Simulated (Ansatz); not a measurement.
# ZrBrF2: the cost of one run

Program: Ansatz 0.2.0. Level of theory: DFT PBE, scalar-relativistic, plane waves, PAW. These are calculated values, not measurements.

### 1 The system as given

It takes space group P4/mmm (No. 123, tetragonal). Conventional cell: a = 3.619 Å, b = 3.619 Å, c = 5.108 Å, α = 90.00°, β = 90.00°, γ = 90.00°. Zr (site symmetry 4/mmm) has 6 F at 2.55 to 2.56 Å in its first shell of neighbours. Br (site symmetry 4/mmm) has 6 F at 2.55 to 2.56 Å in its first shell of neighbours. F (site symmetry 4/mmm) has 2 Zr at 2.55 Å and 4 Br at 2.56 Å in its first shell of neighbours. F (site symmetry 4/mmm) has 2 Br at 2.55 Å and 4 Zr at 2.56 Å in its first shell of neighbours.

Coordinates:

```
Zr Br F
1.0
     3.61918    0.00000    0.00000
     0.00000    3.61918    0.00000
     0.00000    0.00000    5.10842
Zr Br F
1 1 2
Direct
  0.00000 0.00000 0.00000
  0.50000 0.50000 0.50000
  0.00000 0.00000 0.50000
  0.50000 0.50000 0.00000
```

A structure generator made this guess: species swapped into a database cell of SmEuS2 (P4/mmm, No. 123), with Br on the Sm sites, Zr on the Eu sites and F on the S sites. Lengths come from tabulated atomic sizes and are only a guess.

### 2 Probe: one point on a coarse mesh

The input, input.yaml:

```yaml
crystal:
  lattice:
    - [3.61918099, 0.0, 0.0]
    - [0.0, 3.61918099, 0.0]
    - [0.0, 0.0, 5.10842126]
  atoms:
    - { symbol: Zr, position: [0.0, 0.0, 0.0] }
    - { symbol: Br, position: [0.5, 0.5, 0.5] }
    - { symbol: F, position: [0.0, 0.0, 0.5] }
    - { symbol: F, position: [0.5, 0.5, 0.0] }
basis:
  ecutwfc: 420
kpoints:
  mp_grid: { grid: [6, 6, 4] }
hamiltonian:
  xc: pbe
scf:
  occupations: { method: gaussian, width: 0.1 }
  lower_state_search: "off"
output:
  forces: true
  stress: true
  eigenvalues: true
```

The run is started by

```sh
$ ansatz run input.yaml --threads 1 --pin off --max-ram 2560MiB --backend cpu --events-out ev --progress --plain --runs-dir out
```

Q: Estimate wall time and peak memory on 1 thread of Arm Neoverse N1, shared host.

About 4.8 s, with a peak of 0.34 GiB.
